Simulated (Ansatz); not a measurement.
# Sb: the cost of one run

Method: DFT PBEsol, scalar-relativistic, plane waves, PAW, in Ansatz 0.2.0.

1 further run of the same task is left out (set aside as unsound or not needed).

## (1) The starting structure

It takes space group P6_3/mmc (No. 194, hexagonal). Conventional cell: a = 3.369 Å, b = 3.369 Å, c = 5.330 Å, α = 90.00°, β = 90.00°, γ = 120.00°. Sb (site symmetry -6m2) is surrounded by 12 Sb at 3.30 to 3.37 Å.

Coordinates:

```
CELL_PARAMETERS angstrom
3.36900 0.00000 0.00000
-1.68450 2.91764 0.00000
0.00000 0.00000 5.33000
ATOMIC_POSITIONS crystal
Sb 0.33333 0.66667 0.25000
Sb 0.66667 0.33333 0.75000
```

The structure comes from the Crystallography Open Database.

(A quick probe on a coarse mesh, which set the mesh and smearing, is not shown.)

## (3) Full relaxation

input.yaml

```yaml
crystal:
  lattice:
    - [3.3690001795, 0.0, 0.0]
    - [-1.6845000898, 2.9176397408, 0.0]
    - [0.0, 0.0, 5.33]
  atoms:
    - { symbol: Sb, position: [0.3333333333, 0.6666666667, 0.25] }
    - { symbol: Sb, position: [0.6666666667, 0.3333333333, 0.75] }
basis:
  ecutwfc: 420
kpoints:
  mp_grid: { grid: [15, 15, 8] }
hamiltonian:
  xc: pbesol
scf:
  occupations: { method: gaussian, width: 0.1 }
output:
  forces: true
  stress: true
  eigenvalues: true
relax:
  adjacent_minimum: "off"
  f_tol: 0.005
  max_steps: 80
  cell: { stress_tol: 0.05 }
```

What time and memory should one allow on 1 thread of an x86-64 CPU, shared host?

About 21 s, with a peak of 0.47 GiB.
